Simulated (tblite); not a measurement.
# C2H14OSi5: the cost of one run

Programs: tblite 0.8.0 and PySCF 2.14.0, with density-fitted response routines of our own. Each step states its level of theory. These are calculated values for one molecule in the gas phase, unless marked as measured. Atoms are numbered from 0 throughout.

## (1) Starting geometry

22 atoms, charge 0, multiplicity 1; geometry from: force field or distance geometry start.

Bonds of the start (Å): C0–Si1 1.84, Si1–Si2 2.25, Si2–C3 1.86, Si2–Si4 2.23, Si4–Si5 2.25, Si5–O6 1.72, O6–Si7 1.71, Si5–Si1 2.23, C0–H8 1.11, C0–H9 1.12, C0–H10 1.11, Si1–H11 1.46, Si2–H12 1.47, C3–H13 1.11, C3–H14 1.12, C3–H15 1.14, Si4–H16 1.46, Si4–H17 1.48, Si5–H18 1.45, Si7–H19 1.48, Si7–H20 1.47, Si7–H21 1.48.

## (2) Optimising the geometry with GFN2-xTB

The job: settings as JSON, then the geometry in Å.

```
{"job": {"kind": "relax", "xc": "GFN2-xTB", "basis": "xTB"}, "charge": 0, "multiplicity": 1}
C     -0.611100     2.194100    -0.991100
Si    -0.490300     0.360800    -1.114000
Si    -1.594700    -0.569900     0.615200
C     -3.306700    -1.085500     0.111100
Si    -0.035500    -2.158200     0.581700
Si     1.334000    -0.556100    -0.208000
O      1.925300     0.423000     1.078200
Si     3.544200     0.917000     0.819200
H      0.358900     2.690100    -1.204700
H     -1.336100     2.545400    -1.766300
H     -0.971900     2.484200     0.022700
H     -0.802700    -0.236100    -2.414000
H     -1.504400     0.174000     1.885600
H     -3.332700    -2.060900    -0.427300
H     -3.751100    -0.263400    -0.497800
H     -3.925200    -1.109500     1.064200
H      0.385600    -2.648100     1.894800
H     -0.254100    -3.216200    -0.422800
H      2.348900    -1.022200    -1.138900
H      3.782200     0.895300    -0.639500
H      4.514400    -0.019800     1.394400
H      3.712500     2.281500     1.356700
```

Run with:

```bash
> OMP_NUM_THREADS=1 python probes_run.py task.json out
```

One launch serves the whole session: the jobs run in the order shown.

Q: Estimate the wall time of this first job on 1 thread of Intel Xeon at 2.50GHz, shared host.

About 12 s.
